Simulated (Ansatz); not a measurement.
# SrRh (Cmmm) in Ansatz: convergence with xc grid

Aim: find how far xc grid must go before the results for SrRh settle, at PBE. This setting moves, with any that are tied to it; all else stays.

Program: Ansatz 0.2.0. These are calculated values, not measurements. Logs are shortened: lines on timing, memory, paths and dates and some standing lists are left out, and cuts for length are marked.

**1. The structure**

The structure is orthorhombic, space group Cmmm (No. 65). The conventional cell has a = 3.464 Å, b = 4.976 Å, c = 4.788 Å, α = 90.00°, β = 90.00°, γ = 90.00°. Sr (site symmetry mmm) is surrounded by 4 Rh at 2.95 Å and 4 Sr at 3.03 Å. Rh (site symmetry mmm) is surrounded by 4 Sr at 2.95 Å and 4 Rh at 3.03 Å.

The cell was built by a generator and needn't be a form met in nature.

**2. With xc grid 1**

input.yaml

```yaml
crystal:
  lattice:
    - [1.73186956, -2.4877902, 0.0]
    - [1.73186956, 2.4877902, 0.0]
    - [0.0, 0.0, 4.78789446]
  atoms:
    - { symbol: Sr, position: [0.0, 0.0, 0.0] }
    - { symbol: Rh, position: [0.5, 0.5, 0.5] }
hamiltonian:
  xc: pbe
  pseudopotentials: { kind: paw_fr }
magnetization:
  noncollinear: true
  spin_orbit: true
kpoints:
  mp_grid: { grid: [8, 8, 5] }
scf:
  occupations: { method: methfessel_paxton, width: 0.1 }
output:
  forces: true
  stress: true
  eigenvalues: true
basis:
  xc_grid: 1
```

Potentials or basis: Ansatz PAW.

Launch:

```bash
$ ansatz run input.yaml --threads 2 --pin off --max-ram 5632MiB --backend cpu --events-out ev --progress --plain --runs-dir out
```

It took 7.8 s on 2 threads of Arm Neoverse V1, shared host; peak memory 0.47 GiB.

What came out:

```
Free energy            : -9948.7409 eV
Pressure               : 5.5 GPa
Band gap on the k mesh : none (metal or under the smearing width)
```

**3. With xc grid 2**

input.yaml, as its differences from that of step 2:

```diff
@@ -23,2 +23,2 @@
 basis:
-  xc_grid: 1
+  xc_grid: 2
```

Potentials or basis: Ansatz PAW.

Launch:

```bash
$ ansatz run input.yaml --threads 2 --pin off --max-ram 5632MiB --backend cpu --events-out ev --progress --plain --runs-dir out
```

Wall time 7.9 s (2 threads of Arm Neoverse V1, shared host); peak memory 0.47 GiB.

Results:

- Free energy: -9948.7409 eV
- Pressure: 5.5 GPa
- Band gap on the k mesh: none (metal or under the smearing width)

**4. With xc grid 3**

input.yaml, as its differences from that of step 3:

```diff
@@ -23,2 +23,2 @@
 basis:
-  xc_grid: 2
+  xc_grid: 3
```

Launch:

```bash
$ ansatz run input.yaml --threads 2 --pin off --max-ram 5632MiB --backend cpu --events-out ev --progress --plain --runs-dir out
```

Wall time 8 s (2 threads of Arm Neoverse V1, shared host); peak memory 0.49 GiB.

The run converged. Its results:

```
Free energy            : -9948.7409 eV
Pressure               : 5.5 GPa
Band gap on the k mesh : none (metal or under the smearing width)
```

**5. With xc grid 4**

input.yaml, as its differences from that of step 4:

```diff
@@ -23,2 +23,2 @@
 basis:
-  xc_grid: 3
+  xc_grid: 4
```

Launch:

```bash
$ ansatz run input.yaml --threads 2 --pin off --max-ram 5632MiB --backend cpu --events-out ev --progress --plain --runs-dir out
```

It took 8.4 s on 2 threads of Arm Neoverse V1, shared host; peak memory 0.52 GiB.

The run converged. Its results:

```yaml
Free_energy: -9948.7409 eV
Pressure: 5.5 GPa
Band_gap_on_the_k_mesh: none (metal or under the smearing width)
```

**6. With xc grid 5**

input.yaml, as its differences from that of step 5:

```diff
@@ -23,2 +23,2 @@
 basis:
-  xc_grid: 4
+  xc_grid: 5
```

Potentials or basis: Ansatz PAW.

Launch:

```bash
$ ansatz run input.yaml --threads 2 --pin off --max-ram 5632MiB --backend cpu --events-out ev --progress --plain --runs-dir out
```

The program printed:

```text
Warning: RAYON_NUM_THREADS=2 ignored (pool sized by the plan → 2); use --threads N
Engine: ansatz 0.2.0, aarch64-unknown-linux-gnu
Pseudopotentials: kind: paw_fr
Pseudopotential: Sr, paw_fr, valence charge 10, recommended cutoff 420 eV (normal), Sr.paw.azcp#standard-fr
Pseudopotential: Rh, paw_fr, valence charge 17, recommended cutoff 420 eV (normal), Rh.paw.azcp#standard-fr
Functional definition: PBE
  parameter kappa = 0.804
  parameter beta = 0.06672455060314922
  exchange = pbe_x(kappa = kappa, mu = beta*pi^2/3)
  correlation = pbe_c(beta = beta)
non-collinear run that drives no moment, with spin-orbit: no starting moment large enough to seed its density (crystal.atoms[].spin), no starting occupations that ask for one, no magnetisation constraint and no magnetic field, so the semilocal B_xc is pinned to zero
Crystal: 2 atoms, lattice volume = 41.258 Å³
Basis set: ecut = 420 eV, 801 PW (Γ), exchange–correlation on 120×120×180 points (125 copies of the dense FFT grid, shifted against one another)
Bands: 36, of which v1, the nominal top of the filled ones, is band 27 counted from 1 (26 counted from 0)
Symmetry: 8 space group operations + 8 with time reversal
Magnetic group: BNS 65.482 (UNI 580), of the structure as read, at distance tolerance 3.5e-5 Å
k-points: 63 of 320
Projection manifold: j_resolved (fully-relativistic pseudo-atomic orbitals)
Non-local potential: Sr, projectors of the file, l = 0: 3, l = 1: 4, l = 2: 4
Non-local potential: Rh, projectors of the file, l = 0: 3, l = 1: 4, l = 2: 4, l = 3: 2
PAW form: soft (Blöchl's): semilocal exchange-correlation on the pseudo side does not see the compensation charge
PAW one-centre angular grid: Sr, 110 points (default); XC on 64 Gauss nodes
PAW one-centre angular grid: Rh, 590 points (default); XC on 96 Gauss nodes
Initial density: superposition of atomic densities (chi_scale 0.1, normalization cell, long waves kept (reshape's long-wave potential 0.00 eV rms))
[... 25 lines left out ...]
Entropy (-TS):   -0.001249 eV (-0.625 meV/atom)
Fermi energy:    14.471766 eV
--- Per-component energies (eV) ---
  E_band       = -231.956758
  E_kinetic    = 824.397982
  E_local      = -2756.846720  (includes V_loc(G=0)·N_el)
  E_nonlocal   = 559.466223
  E_hartree    = 948.487200
  E_xc         = -396.171147
  E_vxc        = -441.934449  (∫ρ·V_xc dr)
  E_paw        = -6285.121196  (= ΣΔE_a)
  E_vpaw       = -314.007908  (= ΣTr[D̂ρ^β])
  E_aug_tail   = 0.000873  (compensation charges beyond the density's cutoff)
  E_ewald      = -2842.952870
  E_smearing   = -0.001249  (= −TS)
  E_closure    = 0.000000  (closes the sum)
  Σ components = -9948.740905   (vs F -9948.740905, Δ=0.00e0)
--- Forces (eV/Å), atoms counted from 1 ---
  atom   1  Sr    -0.00000000     0.00000000     0.00000000
  atom   2  Rh     0.00000000     0.00000000     0.00000000
  max |Σ_I F_I| component: 1.58e-30 eV/Å
--- Stress (GPa, compression-positive) ---
       11.144097       0.000000      -0.000000
        0.000000      10.343433      -0.000000
       -0.000000      -0.000000      -4.915988
  P = ⅓ Tr σ = 5.5238 GPa (55.238 kbar)
--- Band table (eV; the first three rows and the last of 63) ---
  k-point 0: bands = ["-63.0367", "-63.0367", "-33.6226", "-33.6226", "-29.7500", "-29.7500", "-29.6746", "-29.6746", "-21.0061", "-21.0061", "-3.2881", "-3.2881", "-2.1270", "-2.1270", "-1.5943", "-1.5943", "9.5821", "9.5821", "11.3859", "11.3859", "12.2358", "12.2358", "13.3133", "13.3133", "13.6581", "13.6581", "14.0613", "14.0613", "16.0635", "16.0635", "16.9369", "16.9369", "17.7374", "17.7374", "20.8502", "20.8502"]
  k-point 1: bands = ["-63.0367", "-63.0367", "-33.6227", "-33.6227", "-29.7505", "-29.7505", "-29.6746", "-29.6746", "-21.0028", "-21.0028", "-3.3179", "-3.3179", "-2.1456", "-2.1456", "-1.5960", "-1.5960", "9.9883", "9.9883", "11.5276", "11.5276", "12.2661", "12.2661", "13.4485", "13.4485", "13.7153", "13.7153", "14.0503", "14.0503", "15.2103", "15.2103", "16.8383", "16.8383", "17.6284", "17.6284", "20.7010", "20.7010"]
  k-point 2: bands = ["-63.0367", "-63.0367", "-33.6229", "-33.6229", "-29.7514", "-29.7514", "-29.6746", "-29.6746", "-20.9974", "-20.9974", "-3.3666", "-3.3666", "-2.1737", "-2.1737", "-1.5988", "-1.5988", "10.8042", "10.8042", "12.0192", "12.0192", "12.3171", "12.3171", "13.5252", "13.5252", "13.7954", "13.7954", "13.8242", "13.8242", "14.0693", "14.0693", "16.6810", "16.6810", "17.1498", "17.1498", "20.4999", "20.4999"]
  k-point 62: bands = ["-63.0217", "-63.0217", "-33.6702", "-33.6702", "-29.7942", "-29.7942", "-29.7607", "-29.7607", "-20.4581", "-20.4581", "-4.5453", "-4.5453", "-3.1321", "-3.1321", "-2.2334", "-2.2334", "11.7547", "11.7547", "12.0502", "12.0502", "12.6341", "12.6341", "13.0776", "13.0776", "13.9734", "13.9734", "14.0913", "14.0913", "15.0504", "15.0504", "18.2528", "18.2528", "19.8313", "19.8313", "20.7903", "20.7903"]
```

Wall time 9 s (2 threads of Arm Neoverse V1, shared host); peak memory 0.58 GiB.

Results:

- Free energy: -9948.7409 eV
- Pressure: 5.5 GPa
- Band gap on the k mesh: none (metal or under the smearing width)

**7. The series at a glance**

```csv
xc grid,"energy less the tightest run, at zero smearing (meV/atom)",SCF cycles,CPU time (s),peak memory (GiB)
1,0.00,10,15,0.47
2,0.00,10,16,0.47
3,0.00,10,16,0.49
4,0.00,10,17,0.52
5,0.00,10,18,0.58
```

Against the tightest run, the energy stays within 1 meV/atom from 1 on. The tightest run that finished is the yardstick and may itself not be fully converged.
